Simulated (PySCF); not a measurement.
# Ge¹⁴⁺, Ge¹⁵⁺, Ge¹⁶⁺: ionisation energies in even-tempered 17s11p5d4f

Aim: the ionisation energy of germanium from differences of total energies, at each level of theory, and how far each lands from the tabulated value where there is one.

Program: PySCF 2.14.0. Level of theory: unrestricted determinants in a Gaussian basis, no spin-orbit coupling in the energies. These are calculated values, not measurements, unless marked.

**1. What is computed**

* Element: germanium (Z = 32)
* Basis: an uncontracted even-tempered set (17 s from 1.1 bohr⁻², ratio 2.5; 11 p from 1.4 bohr⁻², ratio 2.5; 5 d from 8.6 bohr⁻², ratio 2.7; 4 f from 13 bohr⁻², ratio 2.7)
* Hamiltonian: the non-relativistic Hamiltonian (point nucleus)
* State 1: Ge¹⁴⁺: [Ar], closed-shell 1S
* State 2: Ge¹⁵⁺: [Ne] 3s2 3p5, 2P determinant
* State 3: Ge¹⁶⁺: [Ne] 3s2 3p4, high-spin 3P determinant
* Methods: CCSD(T)
* Core shells frozen in the correlated runs: outer shells: 1s2 (for Ge¹⁴⁺)

The outer shells:

Ge14+ [Ar]
```
[Ne] core
3s [↑↓]
3p [↑↓][↑↓][↑↓]
```

Ge15+ [Ne] 3s2 3p5
```
[Ne] core
3s [↑↓]
3p [↑↓][↑↓][↑ ]
```

Ge16+ [Ne] 3s2 3p4
```
[Ne] core
3s [↑↓]
3p [↑↓][↑ ][↑ ]
```

One driver process ran all states and methods and kept the integrals in memory. Each run is shown as a PySCF script that sums up its settings (the driver passes frozen orbitals as a list and adds second-order terms of double hybrids); the logs are those of the runs themselves. The driver starts from symmetry-adapted Hartree-Fock orbitals, holds the occupation by maximum overlap and uses a logarithmic radial grid for functionals, so a plain start would take other cycles.

The integrals over 103 functions and the set-up took 0.2 s of CPU time.

**2. Ge¹⁴⁺: CCSD(T) (outer shells)**

**CCSD(T) (outer shells)**

Input file input.py:

```python
from pyscf import gto, scf, dft, mp, cc
mol = gto.M(atom="Ge 0 0 0", charge=14, spin=0, symmetry="D2h",
            basis=gto.etbs([(0, 17, 1.1, 2.5), (1, 11, 1.4, 2.5), (2, 5, 8.6, 2.7), (3, 4, 13, 2.7)]))
mf = scf.UHF(mol)
mf.irrep_nelec = {'Ag': (3, 3), 'B1u': (2, 2), 'B2u': (2, 2), 'B3u': (2, 2)}
mf.kernel()
mycc = cc.CCSD(mf, frozen=1).run()
mycc.ccsd_t()
```

Standard output:

```text
CC2 = 0
CCSD nocc = 8, nmo = 85
frozen orbitals [0, 86, 87, 88, 89, 90, 91, 92, 93, 94, 95, 96, 97, 98, 99, 100, 101, 102]
max_cycle = 100
direct = 0
conv_tol = 1e-08
conv_tol_normt = 1e-06
diis_space = 8
diis_start_cycle = 0
Init t2, MP2 energy = -1985.10436377389  E_corr(MP2) -0.588952320686427
Init E_corr(CCSD) = -0.588952320686429
cycle = 1  E_corr(CCSD) = -0.596540512328785  dE = -0.00758819164  norm(t1,t2) = 0.00857722
cycle = 2  E_corr(CCSD) = -0.59876151442543  dE = -0.0022210021  norm(t1,t2) = 0.00176994
cycle = 3  E_corr(CCSD) = -0.5991241822446  dE = -0.000362667819  norm(t1,t2) = 0.000381916
cycle = 4  E_corr(CCSD) = -0.599125010315999  dE = -8.280714e-07  norm(t1,t2) = 1.8681e-05
cycle = 5  E_corr(CCSD) = -0.59912245238933  dE = 2.55792667e-06  norm(t1,t2) = 1.45818e-06
cycle = 6  E_corr(CCSD) = -0.599122463839755  dE = -1.14504246e-08  norm(t1,t2) = 7.68537e-08
cycle = 7  E_corr(CCSD) = -0.599122464408427  dE = -5.68671998e-10  norm(t1,t2) = 5.38809e-09
CCSD converged
E(CCSD) = -1985.114533917612  E_corr = -0.5991224644084268
CCSD(T) correction = -0.00280405953291836
```

It used 15 s of CPU time after the integrals (shared host).

CCSD correlation -0.59912 hartree, triples -0.00280; total -1985.117338. T1 = 0.001, largest double amplitude 0.024.

**3. Ge¹⁵⁺, at CCSD(T) (outer shells)**

**CCSD(T) (outer shells)**

Input file input.py:

```python
from pyscf import gto, scf, dft, mp, cc
mol = gto.M(atom="Ge 0 0 0", charge=15, spin=1, symmetry="D2h",
            basis=gto.etbs([(0, 17, 1.1, 2.5), (1, 11, 1.4, 2.5), (2, 5, 8.6, 2.7), (3, 4, 13, 2.7)]))
mf = scf.UHF(mol)
mf.irrep_nelec = {'Ag': (3, 3), 'B1u': (2, 2), 'B2u': (2, 2), 'B3u': (2, 1)}
mf.kernel()
mycc = cc.CCSD(mf, frozen=1).run()
mycc.ccsd_t()
```

Standard output:

```text
CC2 = 0
CCSD nocc = (np.int64(8), np.int64(7)), nmo = (85, 85)
frozen orbitals [[0, 86, 87, 88, 89, 90, 91, 92, 93, 94, 95, 96, 97, 98, 99, 100, 101, 102], [0, 86, 87, 88, 89, 90, 91, 92, 93, 94, 95, 96, 97, 98, 99, 100, 101, 102]]
max_cycle = 100
direct = 0
conv_tol = 1e-08
conv_tol_normt = 1e-06
diis_space = 8
diis_start_cycle = 0
Init t2, MP2 energy = -0.55573045212257
Init E_corr(UCCSD) = -0.555730452122871
cycle = 1  E_corr(UCCSD) = -0.567352635433815  dE = -0.0116221833  norm(t1,t2) = 0.014814
cycle = 2  E_corr(UCCSD) = -0.570369980101718  dE = -0.00301734467  norm(t1,t2) = 0.00373813
cycle = 3  E_corr(UCCSD) = -0.571190220847237  dE = -0.000820240746  norm(t1,t2) = 0.00108184
cycle = 4  E_corr(UCCSD) = -0.571177057867286  dE = 1.316298e-05  norm(t1,t2) = 7.95512e-05
cycle = 5  E_corr(UCCSD) = -0.571175122879547  dE = 1.93498774e-06  norm(t1,t2) = 7.437e-06
cycle = 6  E_corr(UCCSD) = -0.57117558556353  dE = -4.62683983e-07  norm(t1,t2) = 1.45324e-06
cycle = 7  E_corr(UCCSD) = -0.571175561986048  dE = 2.35774821e-08  norm(t1,t2) = 1.05645e-07
cycle = 8  E_corr(UCCSD) = -0.571175561961611  dE = 2.44365639e-11  norm(t1,t2) = 1.77437e-08
UCCSD converged
E(UCCSD) = -1965.732916298384  E_corr = -0.5711755619616115
UCCSD(T) correction = -0.0027831062725404
```

It used 75 s of CPU time after the integrals (shared host).

CCSD correlation -0.57118 hartree, triples -0.00278; total -1965.735699. T1 = 0.002, largest double amplitude 0.034.

Spin-orbit coupling, absent here, splits the open shell strongly.

**4. Ge¹⁶⁺: CCSD(T) (outer shells)**

**CCSD(T) (outer shells)**

Input file input.py:

```python
from pyscf import gto, scf, dft, mp, cc
mol = gto.M(atom="Ge 0 0 0", charge=16, spin=2, symmetry="D2h",
            basis=gto.etbs([(0, 17, 1.1, 2.5), (1, 11, 1.4, 2.5), (2, 5, 8.6, 2.7), (3, 4, 13, 2.7)]))
mf = scf.UHF(mol)
mf.irrep_nelec = {'Ag': (3, 3), 'B1u': (2, 1), 'B2u': (2, 2), 'B3u': (2, 1)}
mf.kernel()
mycc = cc.CCSD(mf, frozen=1).run()
mycc.ccsd_t()
```

Standard output:

```text
CC2 = 0
CCSD nocc = (np.int64(8), np.int64(6)), nmo = (85, 85)
frozen orbitals [[0, 86, 87, 88, 89, 90, 91, 92, 93, 94, 95, 96, 97, 98, 99, 100, 101, 102], [0, 86, 87, 88, 89, 90, 91, 92, 93, 94, 95, 96, 97, 98, 99, 100, 101, 102]]
max_cycle = 100
direct = 0
conv_tol = 1e-08
conv_tol_normt = 1e-06
diis_space = 8
diis_start_cycle = 0
Init t2, MP2 energy = -0.521078511853852
Init E_corr(UCCSD) = -0.521078511853953
cycle = 1  E_corr(UCCSD) = -0.534979937671686  dE = -0.0139014258  norm(t1,t2) = 0.0173458
cycle = 2  E_corr(UCCSD) = -0.538520174494687  dE = -0.00354023682  norm(t1,t2) = 0.00472776
cycle = 3  E_corr(UCCSD) = -0.53966963475325  dE = -0.00114946026  norm(t1,t2) = 0.00142145
cycle = 4  E_corr(UCCSD) = -0.53965295318328  dE = 1.668157e-05  norm(t1,t2) = 9.64973e-05
cycle = 5  E_corr(UCCSD) = -0.539652265153554  dE = 6.88029726e-07  norm(t1,t2) = 7.6646e-06
cycle = 6  E_corr(UCCSD) = -0.539652661372407  dE = -3.96218853e-07  norm(t1,t2) = 1.27453e-06
cycle = 7  E_corr(UCCSD) = -0.539652627843472  dE = 3.35289354e-08  norm(t1,t2) = 1.17486e-07
cycle = 8  E_corr(UCCSD) = -0.539652628050493  dE = -2.07020623e-10  norm(t1,t2) = 2.05198e-08
UCCSD converged
E(UCCSD) = -1944.940369394568  E_corr = -0.5396526280504925
UCCSD(T) correction = -0.00270659655461324
```

CPU time 66 s on a shared host, the integrals not counted.

CCSD correlation -0.53965 hartree, triples -0.00271; total -1944.943076. T1 = 0.002, largest double amplitude 0.032.

Spin-orbit coupling is strong in this species (close to jj coupling), so the high-spin LS determinant is a model state, not a physical level.

**5. Differences of total energies**

Ionisation energy: Ge¹⁴⁺ [Ar] (1S) → Ge¹⁵⁺ [Ne] 3s2 3p5 (2P).

| method | value (eV) | less the reference (eV) |
| --- | --- | --- |
| UHF | 526.64 | -3.05 |
| MP2 (outer shells) | 527.54 | -2.14 |
| SCS-MP2 (outer shells) | 527.41 | -2.28 |
| CCSD (outer shells) | 527.40 | -2.28 |
| CCSD(T) (outer shells) | 527.40 | -2.28 |

Reference: 527.9 ± 1.6 eV (semi-empirical (NIST evaluation); NIST Atomic Spectra Database, ionization energies). A first-order spin-orbit estimate (lowest level to lowest level, LS coupling) adds -1.785 eV; the last energy column includes it. The calculation is non-relativistic, so it cannot be held against the reference.

Ionisation energy: Ge¹⁵⁺ [Ne] 3s2 3p5 (2P) → Ge¹⁶⁺ [Ne] 3s2 3p4 (3P).

| method | value (eV) | less the reference (eV) |
| --- | --- | --- |
| UHF | 564.94 | -2.36 |
| MP2 (outer shells) | 565.88 | -1.42 |
| SCS-MP2 (outer shells) | 565.82 | -1.48 |
| CCSD (outer shells) | 565.79 | -1.51 |
| CCSD(T) (outer shells) | 565.80 | -1.50 |

Reference: 567.3 ± 0.5 eV (semi-empirical (NIST evaluation); NIST Atomic Spectra Database, ionization energies). Spin-orbit coupling is strong in these open shells (close to jj coupling). The scalar numbers leave it out, so it can dominate the gap to the real levels. The calculation is non-relativistic, so it cannot be held against the reference.

The runs at UHF, MP2 (outer shells) are not shown; their differences are listed all the same.

**6. Outcome**

| quantity | value |
| --- | --- |
| ionisation energy, Ge¹⁴⁺ | UHF 526.64, CCSD(T) (outer shells) 527.40 eV; reference 527.9 ± 1.6 |
| ionisation energy, Ge¹⁵⁺ | UHF 564.94, CCSD(T) (outer shells) 565.80 eV; reference 567.3 ± 0.5 |

Accuracy by level (over 2 differences):

| method | mean absolute miss against CCSD(T) (outer shells) (eV) |
| --- | --- |
| UHF | 0.810 |
| MP2 (outer shells) | 0.113 |
| SCS-MP2 (outer shells) | 0.015 |
| CCSD (outer shells) | 0.001 |
| CCSD(T) (outer shells) | 0.000 |

What this shows: For the first difference the methods span 0.904 eV, from UHF (526.64) to MP2 (outer shells) (527.54). The reference is uncertain or not like for like (spin-orbit coupling or other relativistic terms), so no ranking of close methods is drawn. The basis is finite, and no extrapolation was made.
